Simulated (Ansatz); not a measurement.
# Pb2Au: properties at the relaxed cell

One table from this session's results is given with a row withheld; the runs are named, their logs left out.

Method: DFT r2SCAN, scalar-relativistic, plane waves, PAW, in Ansatz 0.2.0.

1 further run of the same task is left out (set aside as unsound or not needed).

## The starting structure

The structure is tetragonal, space group I4/mcm (No. 140). The conventional cell has a = 7.403 Å, b = 7.403 Å, c = 5.738 Å, α = 90.00°, β = 90.00°, γ = 90.00°. Around Pb (site symmetry m2m) lie 4 Au at 3.13 Å and 3 Pb at 3.34 to 3.44 Å. Au (site symmetry 422) is surrounded by 2 Au at 2.87 Å and 8 Pb at 3.13 Å.

As a file:

```cif
data_structure
_symmetry_space_group_name_H-M 'I4/mcm'
_symmetry_Int_Tables_number 140
_cell_length_a 7.4026
_cell_length_b 7.4026
_cell_length_c 5.7382
_cell_angle_alpha 90.000
_cell_angle_beta 90.000
_cell_angle_gamma 90.000
_cell_volume 314.45
loop_
_atom_site_label
_atom_site_type_symbol
_atom_site_symmetry_multiplicity
_atom_site_Wyckoff_symbol
_atom_site_fract_x
_atom_site_fract_y
_atom_site_fract_z
_atom_site_occupancy
Pb1 Pb 8 h 0.15945 0.65945 0.00000 1
Au1 Au 4 a 0.00000 0.00000 0.25000 1
```

This cell was relaxed beforehand with the same method: volume 26.20 Å³/atom, gap on the mesh none (metal).

The first run:

File input.yaml:

```yaml
crystal:
  lattice:
    - [-3.7013221454, 3.7013221454, 2.8691190787]
    - [3.7013221454, -3.7013221454, 2.8691190787]
    - [3.7013221454, 3.7013221454, -2.8691190787]
  atoms:
    - { symbol: Pb, position: [0.1594469624, 0.6594469624, 0.8188939248] }
    - { symbol: Pb, position: [0.6594469624, 0.8405530376, 0.5] }
    - { symbol: Pb, position: [0.8405530376, 0.3405530376, 0.1811060752] }
    - { symbol: Pb, position: [0.3405530376, 0.1594469624, 0.5] }
    - { symbol: Au, position: [0.75, 0.75, 0.0] }
    - { symbol: Au, position: [0.25, 0.25, 0.0] }
basis:
  ecutwfc: 500
kpoints:
  mp_grid: { grid: [8, 8, 8] }
  band_path:
    path:
      - [[0.0, 0.0, 0.0], [0.0, 0.0, 0.5], [-0.5, 0.5, 0.5], [0.0, 0.0, 0.0], [0.40021849, 0.40021849, -0.40021849]]
      - [[-0.40021849, 0.59978151, 0.40021849], [-0.5, 0.5, 0.5]]
      - [[0.0, 0.0, 0.5], [0.25, 0.25, 0.25], [0.0, 0.5, 0.0], [0.0, 0.0, 0.0]]
    npoints: 14
hamiltonian:
  xc: r2scan
scf:
  occupations: { method: gaussian, width: 0.1 }
  n_extra_bands: 15
output:
  forces: true
  stress: true
  eigenvalues: true
  populations: true
  dos: { projected: true, de: 0.02, nscf_kmesh: { grid: [12, 12, 12] } }
  bader: true
  write_density: true
  write_potential: true
  elf: true
  volumetric_format: npy
```

Started as:

```
$ ansatz run input.yaml --threads 1 --pin off --max-ram 2560MiB --backend cpu --events-out ev --progress --plain --runs-dir out
```

Among the steps run: Static run: bands, density of states and charges; The cell as listed, for comparison; The listed cell with its atoms relaxed; The cell scaled to 0.97 of its volume; The cell scaled to 1.03 of its volume; The cell scaled to 0.94 of its volume; Point at V/V0 = 1.06.

One table of the session follows, with a row left open; its other results are not shown here.

It belongs to the step «Energy against volume». 

| volume (Å³/atom) | energy above the lowest point (meV/atom) | pressure (GPa) |
| --- | --- | --- |
| 24.632 | 21.0 | 4.59 |
| 25.418 | ? | ? |
| 26.204 | 0.0 | 0.01 |
| 26.990 | 4.4 | -1.70 |
| 27.776 | 16.5 | -3.13 |

Estimate the missing values for volume (Å³/atom) = 25.418.

Worked estimate for «energy above the lowest point (meV/atom)». A straight line through the neighbours (24.632, 21.0) and (26.204, 0.0) gives 21.0 + (0.0 − 21.0) × (25.418 − 24.632) / (26.204 − 24.632) = 10.5; a parabola fitted to 3 rows on both sides gives 5.5.

**Answer.** energy above the lowest point (meV/atom): 4.9; pressure (GPa): 2.08. In «energy above the lowest point (meV/atom)» the line misses by +5.6 and the parabola by +0.6.

To keep in mind: Warnings in the runs' records: stress scf threshold loose.
